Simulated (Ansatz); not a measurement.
# Cl2H4N2Zr: shape, modes and thermochemistry

The task is to find a stationary geometry of Cl2H4N2Zr, then compute its harmonic vibrations to see whether it is a minimum and to get the zero-point energy and entropy, and look at its orbitals and charge.

Program: Ansatz 0.2.0, Gaussian basis. Level of theory: RKS PBE0-D4/def2-TZVP. These are calculated values, not measurements.

Levels to be run: relaxation at PBE0-D4/def2-TZVP; harmonic vibrations at the same level; a single point in def2-TZVPP for the fields.

## Step 1: The starting structure

SMILES `[NH2][Zr]([NH2])([Cl])[Cl]`, 9 atoms, charge 0, spin multiplicity 1.

Atoms are counted from 1 here; the program's logs count them from 0.

Bond lengths: N1–Zr2 2.003 Å, N1–H6 1.026 Å, N1–H7 1.024 Å, Zr2–N3 2.002 Å, Zr2–Cl4 2.293 Å, Zr2–Cl5 2.293 Å, N3–H8 1.024 Å, N3–H9 1.026 Å. Angles: Zr2–N1–H6 120.8°, Zr2–N1–H7 127.6°, H6–N1–H7 107.3°, N1–Zr2–N3 110.1°, N1–Zr2–Cl4 106.3°, N1–Zr2–Cl5 114.3°, N3–Zr2–Cl4 113.8°, N3–Zr2–Cl5 107.4°, Cl4–Zr2–Cl5 105.1°, Zr2–N3–H8 127.4°, Zr2–N3–H9 121.9°, H8–N3–H9 107.4°.

Coordinates:

```xyz
9
charge 0, multiplicity 1
N    -1.39856    0.87169    0.47229
Zr    0.48765    0.20136    0.38983
N     0.67606   -1.14239   -1.08256
Cl    0.96543   -0.63464    2.47055
Cl    2.05577    1.83524    0.02946
H    -2.02346    0.58890    1.23526
H    -1.98779    1.17487   -0.30786
H     0.12436   -1.99379   -1.22251
H     1.10053   -0.90123   -1.98446
```

The start is a GFN2-xTB geometry. Zr takes the def2 core potential; no spin-orbit term is included.

## Step 2: Optimising with PBE0-D4/def2-TZVP

Contents of in.yaml:

```yaml
crystal:
  periodic: [false, false, false]
  atoms:
    - {symbol: N, position_ang: [-1.398560, 0.871690, 0.472290]}
    - {symbol: Zr, position_ang: [0.487650, 0.201360, 0.389830]}
    - {symbol: N, position_ang: [0.676060, -1.142390, -1.082560]}
    - {symbol: Cl, position_ang: [0.965430, -0.634640, 2.470550]}
    - {symbol: Cl, position_ang: [2.055770, 1.835240, 0.029460]}
    - {symbol: H, position_ang: [-2.023460, 0.588900, 1.235260]}
    - {symbol: H, position_ang: [-1.987790, 1.174870, -0.307860]}
    - {symbol: H, position_ang: [0.124360, -1.993790, -1.222510]}
    - {symbol: H, position_ang: [1.100530, -0.901230, -1.984460]}
basis:
  gaussian: {orbitals: def2-TZVP}
hamiltonian: {xc: pbe0, dispersion: d4}
relax: {f_tol: 0.005, max_steps: 150}
```

Launch:

```bash
$ ansatz run in.yaml --threads 4 --pin off --events-out ev --progress --plain --max-ram 10444MiB
```

After this run come: Harmonic vibrations; Fields at the relaxed geometry.

**Question.** What will the summary of the whole plan be? Wanted: point group; shift from the start; total energy; dispersion term; dipole moment; lowest, highest wavenumber; zero-point energy; HOMO, LUMO.

As calculated:

| quantity | value |
| --- | --- |
| point group | Cs |
| steps | 19 |
| shift from the start (rms) | 0.430 Å |
| total energy | -29368.1024 eV |
| dispersion term | -214 meV |
| dipole moment | 3.44 D |
| lowest, highest wavenumber | 92, 3655 cm⁻¹ |
| zero-point energy | 32.3 kcal/mol |
| entropy at 298.15 K | 399.1 J/(mol K) |
| HOMO, LUMO | -7.82, -1.34 eV |

**Reading.** The atoms moved 0.43 Å (rms) from the start; the bond that changed most is Zr2–Cl4, from 2.293 to 2.363 Å. No mode is imaginary: a true minimum at this level. The stiffest mode, 3655 cm⁻¹, is an N–H stretch, and 6 modes under 200 cm⁻¹ make the vibrational entropy uncertain. Harmonic hybrid wavenumbers usually lie a few per cent above measured fundamentals. The largest Mulliken charge, +1.47 e, sits on Zr2. The HOMO lies mostly on N1 62 %; H6, H7 about 8 % each and the LUMO on Zr2 66 %; Cl4, Cl5 about 8 % each.
